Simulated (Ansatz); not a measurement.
# GaHCl radical (SMILES [Cl][GaH]): a rigid scan of the bond length Cl1–Ga2

An exercise on one series of results from a longer session: the logs are not shown, and one member is left open.

The runs use Ansatz 0.2.0, Gaussian basis; single points in def2-TZVPP.

Levels: PBE-D4, r2SCAN-D4, PBE0-D4, B3LYP-D4, wB97M-V, Hartree-Fock, MP2, CCSD, CCSD(T). The scan takes 1.777, 1.869, 2.003, 2.159, 2.332, 2.519, 2.717, 2.925 Å.

Cores are frozen in the correlated methods. Filled d shells of the heavier atoms are correlated. Orbitals are unrestricted. B3LYP uses VWN-RPA correlation.

28 further runs of the same task are left out: 28 set aside as unsound or not needed.

## Where the work starts

SMILES `[Cl][GaH]`, 3 atoms, charge 0, spin multiplicity 2.

Atoms are counted from 1 here; the program's logs count them from 0.

Bond lengths: Cl1–Ga2 2.249 Å, Ga2–H3 1.489 Å. Angles: Cl1–Ga2–H3 168.5°.

Geometry (Å):

```xyz
3

Cl    1.7197   -0.4671    0.8819
Ga   -0.2454   -0.0726   -0.1393
H    -1.4852    0.4749   -0.7559
```

The first run:

File pre/in.yaml:

```yaml
crystal:
  periodic: [false, false, false]
  atoms:
    - {symbol: Cl, position_ang: [1.719700, -0.467100, 0.881900]}
    - {symbol: Ga, position_ang: [-0.245400, -0.072600, -0.139300]}
    - {symbol: H, position_ang: [-1.485200, 0.474900, -0.755900]}
basis:
  gaussian: {orbitals: def2-SVP}
magnetization: {spin_polarized: true, initial_magnetization: 1}
hamiltonian: {xc: pbe, dispersion: d4}
relax: {f_tol: 0.03, max_steps: 250}
```

The command line of these runs was not kept.

Steps of the session up to this table: A first relaxation in a small basis; Relaxation at PBE0-D4; Reference energies at the minimum; Cl1–Ga2 = 1.777 Å; Cl1–Ga2 = 1.869 Å; Cl1–Ga2 = 2.003 Å; Cl1–Ga2 = 2.159 Å; Cl1–Ga2 = 2.332 Å; Cl1–Ga2 = 2.519 Å; Cl1–Ga2 = 2.717 Å; Cl1–Ga2 = 2.925 Å.

One table of the session follows, with a row left open; its other results are not shown here.

Energies less that of the minimum at the same level (kJ/mol):

```
bond length (Å)  PBE-D4  PBE0-D4  B3LYP-D4  wB97M-V  Hartree-Fock
          1.777   197.4    189.6     202.2    192.4         210.3
          1.869   101.2     94.6     104.1     96.2         106.7
          2.003    27.1     23.1      28.2     23.6          27.4
          2.159     0.3      0.1       0.3      0.1           0.2
2.168 (minimum)     0.0      0.0       0.0      0.0           0.0
          2.332     9.7     14.0       9.3     14.1          13.1
          2.519       ?        ?         ?        ?             ?
          2.717    80.9     95.2      80.7     97.5          98.6
          2.925   122.4    141.8     122.2    146.5         149.8
```

**Question.** Estimate the row for bond length (Å) = 2.519.

Worked estimate for «PBE-D4». A straight line through the neighbours (2.332, 9.7) and (2.717, 80.9) gives 9.7 + (80.9 − 9.7) × (2.519 − 2.332) / (2.717 − 2.332) = 44.3; a parabola fitted to 4 rows on both sides gives 40.4.

**Answer.** PBE-D4: 40.6; PBE0-D4: 49.9; B3LYP-D4: 40.3; wB97M-V: 50.7; Hartree-Fock: 50.2. In «PBE-D4» the line misses by +3.7 and the parabola by -0.2.

Limits of these values: A polynomial through the near points puts the CCSD(T) minimum 0.007 Å below the PBE0-D4 value.
